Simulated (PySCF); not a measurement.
# Solver options tried on SiBr⁺

Aim: find out which solver settings change the answer for SiBr⁺.

Program: PySCF 2.14.0. Level of theory: method and basis as typed in the scripts. These are calculated values, not measurements.

### 1 Where the work starts

SiBr⁺: 2 atoms, charge 1, spin multiplicity 1.

Bond lengths: Si1–Br2 2.213 Å.

### 2 The run that the others are compared with

Input file input.py:

```python
from pyscf import gto, scf

mol = gto.M(
    atom='Si 0 0 0; Br 0 0 2.213',
    basis='def2-svp',
    charge=1,
    spin=0,
    verbose=3,
)
mf = scf.UHF(mol)
mf.kernel()
mf.stability(internal=True, external=True)
mf.dip_moment()
print('orbital energies (hartree):', [e[max(0, n-3):n+3].round(4) for e, n in zip(mf.mo_energy, mol.nelec)])
```

On the command line:

```
python input.py
```

Its log is not repeated here.

It gives: E(SCF) = -2860.662894 Eh, internal stable; real -> complex stable; UHF/UKS -> GHF/GKS stable.

The bond length is a typed value, not an optimised one. The dipole of an ion depends on the origin.

### 3 Damping 0.95

Run 1 changes damping: none → 0.95.

Input file input.py:

```python
from pyscf import gto, scf

mol = gto.M(
    atom='Si 0 0 0; Br 0 0 2.213',
    basis='def2-svp',
    charge=1,
    spin=0,
    verbose=3,
)
mf = scf.UHF(mol)
mf.damp = 0.95
mf.diis_start_cycle = 8
mf.kernel()
mf.stability(internal=True, external=True)
mf.dip_moment()
print('orbital energies (hartree):', [e[max(0, n-3):n+3].round(4) for e, n in zip(mf.mo_energy, mol.nelec)])
```

On the command line:

```
python input.py
```

### 4 Convergence threshold 1e-11 hartree

Run 2 changes convergence threshold: default → 1e-11 hartree.

Changes to input.py since step 2:

```diff
@@ -10,2 +10,3 @@
 mf = scf.UHF(mol)
+mf.conv_tol = 1e-11
 mf.kernel()
```

### 5 Point-group symmetry on

Run 3 changes point-group symmetry: off → on.

Changes to input.py since step 2:

```diff
@@ -7,2 +7,3 @@
     spin=0,
+    symmetry=True,
     verbose=3,
```

### 6 DIIS space off

Run 4 changes DIIS space: default → off.

Changes to input.py since step 2:

```diff
@@ -10,2 +10,3 @@
 mf = scf.UHF(mol)
+mf.diis = False
 mf.kernel()
```

### 7 Initial guess hcore

Run 5 changes initial guess: minao → hcore.

Changes to input.py since step 2:

```diff
@@ -10,2 +10,3 @@
 mf = scf.UHF(mol)
+mf.init_guess = 'hcore'
 mf.kernel()
```

### 8 Damping 0.5

Run 6 changes damping: none → 0.5.

Changes to input.py since step 2:

```diff
@@ -10,2 +10,4 @@
 mf = scf.UHF(mol)
+mf.damp = 0.5
+mf.diis_start_cycle = 8
 mf.kernel()
```

What does the calculation give? Wanted: for each run, E(SCF); from base; gap; after the SCF.

**Answer**, as computed:

| run | E(SCF) (hartree) | from base (eV) | gap (eV) | after the SCF |
| --- | --- | --- | --- | --- |
| base | -2860.662894 | 0 | 11.58 | stable |
| damping 0.95 | -2860.662894 | 0.0000 | 11.58 | stable |
| convergence threshold 1e-11 hartree | -2860.662894 | 0.0000 | 11.58 | stable |
| point-group symmetry on | -2860.662894 | 0.0000 | 11.58 | stable (point group kept) |
| DIIS space off | -2860.662894 | 0.0000 | 11.58 | stable |
| initial guess hcore | -2860.662894 | 0.0000 | 11.58 | stable |
| damping 0.5 | -2860.662894 | 0.0000 | 11.58 | stable |

What this shows: No change of the SCF energy comes from damping 0.95 or convergence threshold 1e-11 hartree or point-group symmetry on or DIIS space off or initial guess hcore or damping 0.5.
